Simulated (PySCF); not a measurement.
# Cl3H3SSiZr ((Cl)3Zr-S-SiH3): the cost of one run

Computed with PySCF 2.14.0 and routines of our own; the level stands in each step. Atoms count from 0.

## 1. The system as given

9 atoms, charge 0, multiplicity 1; geometry from: GFN2-xTB.

## 2. Relaxing the molecule at PBE0-D3(BJ)/def2-SVP

What the job is given:

```
{"job": {"xc": "PBE0", "basis": "def2-SVP", "d3": "d3bj", "grid": 1, "maxiter": 30, "shake": 0.03, "kind": "geom"}, "charge": 0, "multiplicity": 1}
Zr     1.441140     0.519770     0.189260
Cl     0.356420     2.022090    -1.259840
Cl     2.244210    -1.084160    -1.062340
Cl     3.177790     1.726130     1.156500
S     -0.248560    -0.305460     1.713280
Si    -1.518990    -0.655720     0.037680
H     -2.392160    -1.695770     0.551990
H     -0.679270    -1.169930    -1.123680
H     -2.247840     0.573620    -0.228510
```

On the command line:

```sh
> OMP_NUM_THREADS=1 python heavy_run.py task.json out
```

One launch serves the whole session: the jobs run in the order shown.

**Question.** How long does this first job take on 1 thread of AMD EPYC 9R45, shared host, and how much memory does it need?

About 74 s, with a peak of 0.56 GiB.
